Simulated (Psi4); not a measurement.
# UB2PLYP/def2-SVP (density fitting, density fitting for correlation, sweep point 4) run of GeHF2 (SMILES [F][GeH][F])

Aim: the vertical electron affinity of GeHF2 at UB2PLYP/def2-SVP (density fitting, density fitting for correlation, sweep point 4), from 2 runs. Input form: a Python script.

The results are computed with Psi4 1.11.

4 further runs of the same task are left out: 4 set aside as unsound or not needed.

## (1) The system as given

GeHF2: 4 atoms, total charge 0, spin state doublet. As SMILES, `[F][GeH][F]`. The shape is that of a PBE0-D4/def2-TZVP optimisation.

Bond lengths: F1–Ge2 1.732 Å, Ge2–F3 1.732 Å, Ge2–H4 1.564 Å. Angles: F1–Ge2–F3 103.8°, F1–Ge2–H4 106.9°, F3–Ge2–H4 107.0°.

## (2) The energy at UB2PLYP/def2-SVP (density fitting, density fitting for correlation, sweep point 4)

Contents of job.py:

```python
import psi4

psi4.set_memory(1600000000)
psi4.set_num_threads(1)
psi4.set_output_file('run.log', False)

molecule = psi4.geometry("""
0 2
F     -0.250300    -0.050400     1.551900
Ge     0.499400    -0.086500    -0.009500
F     -0.446800    -1.234800    -0.896800
H      0.253200     1.311400    -0.665800
symmetry c1
""")

psi4.set_options({
    'reference': 'uks',
    'puream': True,
    'scf_type': 'df',
    'dft_radial_points': 99,
    'dft_spherical_points': 590,
    'num_frozen_docc': 11,
    'd_convergence': 1e-05,
    'e_convergence': 1e-05,
    'maxiter': 150,
})

e_tot = psi4.energy('b2plyp/def2-SVP', molecule=molecule)
print('E =', round(e_tot, 9))
```

Launch:

```sh
python job.py
```

run.log:

```text
[...]
  Running in c1 symmetry.
[...]
  Nuclear repulsion =  206.082072780868685
[...]
  Multiplicity = 2
[...]
  Nalpha       = 26
  Nbeta        = 25
[...]
    Number of basis functions: 65
[...]
   @DF-UKS iter   1: -2275.16498605795414   -3.00918e+00   3.34794e-02 ADIIS/DIIS
[...]
   @DF-UKS iter   7: -2276.18117287502537   -3.38964e-06   6.31029e-06 DIIS
[...]
   @S^2 Observed:                7.553125371E-01
[...]
    Orbital Energies [Eh]
    ---------------------
    Alpha Occupied:
       1A   -401.491911     2A    -50.813033     3A    -45.167174
       4A    -45.165789     5A    -45.165305     6A    -25.340775
       7A    -25.340732     8A     -6.690882     9A     -4.784472
      10A     -4.782159    11A     -4.779545    12A     -1.475252
      13A     -1.466685    14A     -1.459008    15A     -1.457658
      16A     -1.456531    17A     -1.307245    18A     -1.283157
      19A     -0.664633    20A     -0.551772    21A     -0.542504
      22A     -0.528441    23A     -0.504375    24A     -0.489315
      25A     -0.471479    26A     -0.317813
    Alpha Virtual:
[...]
  @DF-UKS Final Energy: -2276.18117287502537
   => Energetics <=
    Nuclear Repulsion Energy =            206.0820727808686854
    One-Electron Energy =               -3584.1665481791756065
    Two-Electron Energy =                1149.7250382957090551
    DFT Exchange-Correlation Energy =     -47.8217357724272816
    Empirical Dispersion Energy =           0.0000000000000000
    VV10 Nonlocal Energy =                  0.0000000000000000
    Total Energy =                      -2276.1811728750253678
[...]
 Multipole Moments:
 ------------------------------------------------------------------------------------
     Multipole            Electronic (a.u.)      Nuclear  (a.u.)        Total (a.u.)
 ------------------------------------------------------------------------------------
 L = 1.  Multiply by 2.5417464519 to convert [e a0] to [Debye]
 Dipole X            :          2.4458081           -1.5990694            0.8467387
 Dipole Y            :         -0.0127657            0.5568260            0.5440603
 Dipole Z            :         -0.1903288           -0.1408755           -0.3312043
 Magnitude           :                                                    1.0595586
[...]
```

The script printed:

```text
E = -2276.371605825
```

Wall time 7.2 s (1 thread of AMD EPYC 7R43 (Zen 3), shared host); peak memory 0.56 GiB.

## (3) The singlet anion

Contents of job.py:

```python
import psi4

psi4.set_memory(1600000000)
psi4.set_num_threads(1)
psi4.set_output_file('run.log', False)

m = psi4.geometry("""
-1 1
F     -0.250300    -0.050400     1.551900
Ge     0.499400    -0.086500    -0.009500
F     -0.446800    -1.234800    -0.896800
H      0.253200     1.311400    -0.665800
units angstrom
symmetry c1
""")

options = {'puream': True, 'scf_type': 'df', 'dft_radial_points': 99, 'dft_spherical_points': 590, 'num_frozen_docc': 11, 'd_convergence': 1e-05, 'e_convergence': 1e-05}
psi4.set_options(options)

energy_value = psi4.energy("b2plyp/def2-SVP", molecule=m)
print(f'b2plyp/def2-SVP energy: {energy_value:.10f} Eh')
for k, v in sorted(psi4.core.scalar_variables().items()):
    print(f'{k:45s} {v:18.10f}')
```

Launch:

```sh
python job.py
```

run.log:

```text
[...]
  Running in c1 symmetry.
[...]
  Nuclear repulsion =  206.082072780868685
[...]
  Multiplicity = 1
[...]
  Nalpha       = 26
  Nbeta        = 26
[...]
    Number of basis functions: 65
[...]
   @DF-RKS iter   1: -2275.02799624013005   -2.87219e+00   3.45686e-02 DIIS/ADIIS
[...]
   @DF-RKS iter   7: -2276.22720918881441   -7.62619e-07   3.04048e-06 DIIS
[...]
    Orbital Energies [Eh]
    ---------------------
    Doubly Occupied:
       1A   -401.179859     2A    -50.502429     3A    -44.855678
       4A    -44.855339     5A    -44.854818     6A    -25.085962
       7A    -25.085918     8A     -6.378905     9A     -4.472575
      10A     -4.470625    11A     -4.466411    12A     -1.171957
      13A     -1.159004    14A     -1.146276    15A     -1.145732
      16A     -1.143957    17A     -1.053079    18A     -1.028163
      19A     -0.397754    20A     -0.303280    21A     -0.289840
      22A     -0.279496    23A     -0.258789    24A     -0.247872
      25A     -0.204697    26A      0.003459
[...]
  @DF-RKS Final Energy: -2276.22720918881441
   => Energetics <=
    Nuclear Repulsion Energy =            206.0820727808686854
    One-Electron Energy =               -3598.5898162681878603
    Two-Electron Energy =                1164.2531972691133433
    DFT Exchange-Correlation Energy =     -47.9726629706085106
    Empirical Dispersion Energy =           0.0000000000000000
    VV10 Nonlocal Energy =                  0.0000000000000000
    Total Energy =                      -2276.2272091888144132
[...]
 Multipole Moments:
 ------------------------------------------------------------------------------------
     Multipole            Electronic (a.u.)      Nuclear  (a.u.)        Total (a.u.)
 ------------------------------------------------------------------------------------
 L = 1.  Multiply by 2.5417464519 to convert [e a0] to [Debye]
 Dipole X            :          1.3208181           -1.5990694           -0.2782513
 Dipole Y            :         -0.4304022            0.5568260            0.1264238
 Dipole Z            :          0.1019513           -0.1408755           -0.0389242
 Magnitude           :                                                    0.3080939
[...]
```

The script printed:

```text
b2plyp/def2-SVP energy: -2276.4211827334 Eh
B2PLYP DOUBLE-HYBRID CORRECTION ENERGY             -0.1939735446
B2PLYP TOTAL ENERGY                             -2276.4211827334
CURRENT ENERGY                                  -2276.4211827334
CURRENT REFERENCE ENERGY                        -2276.2272091888
DD SOLVATION ENERGY                                 0.0000000000
DFT FUNCTIONAL TOTAL ENERGY                     -2276.2272091888
DFT TOTAL ENERGY                                -2276.4211827334
DFT VV10 ENERGY                                     0.0000000000
DFT XC ENERGY                                     -47.9726629706
DOUBLE-HYBRID CORRECTION ENERGY                    -0.1939735446
GRID ELECTRONS ALPHA                               26.0000015522
GRID ELECTRONS BETA                                26.0000015522
GRID ELECTRONS TOTAL                               52.0000031043
NUCLEAR REPULSION ENERGY                          206.0820727809
ONE-ELECTRON ENERGY                             -3598.5898162682
PCM POLARIZATION ENERGY                             0.0000000000
PE ENERGY                                           0.0000000000
SCF ITERATION ENERGY                            -2276.2272091888
SCF ITERATIONS                                      7.0000000000
SCF TOTAL ENERGY                                -2276.2272091888
TWO-ELECTRON ENERGY                              1164.2531972691
XC GRID RADIAL POINTS                              99.0000000000
XC GRID SPHERICAL POINTS                          590.0000000000
XC GRID TOTAL POINTS                           224037.0000000000
```

Wall time 4.8 s (1 thread of AMD EPYC 7R43 (Zen 3), shared host); peak memory 0.56 GiB.

## (4) Outcome

Level: UB2PLYP/def2-SVP (density fitting, density fitting for correlation, sweep point 4), 11 core orbitals frozen.

| quantity | value |
| --- | --- |
| doublet GeHF2: total energy | -2276.37161 Eh |
| doublet GeHF2: HOMO energy (SCF part's orbitals) (highest over α and β) | -8.65 eV |
| doublet GeHF2: LUMO energy (SCF part's orbitals) (lowest over α and β) | -2.61 eV |
| doublet GeHF2: ⟨S²⟩ | 0.755 |
| singlet anion: total energy | -2276.42118 Eh |
| singlet anion: HOMO energy (SCF part's orbitals) | 0.09 eV |
| singlet anion: LUMO energy (SCF part's orbitals) | 8.15 eV |
| singlet anion: HOMO–LUMO gap (to an unbound level, set by the basis) | 8.05 eV |
| vertical electron affinity (to the singlet anion) | 1.349 eV |

In words: At fixed nuclei the extra electron is bound by 1.35 eV (130 kJ/mol). The basis has no diffuse functions, so the error can be as large as this value. The HOMO (singlet anion) lies at positive energy, 0.09 eV; only total energies tell whether the electron is bound.
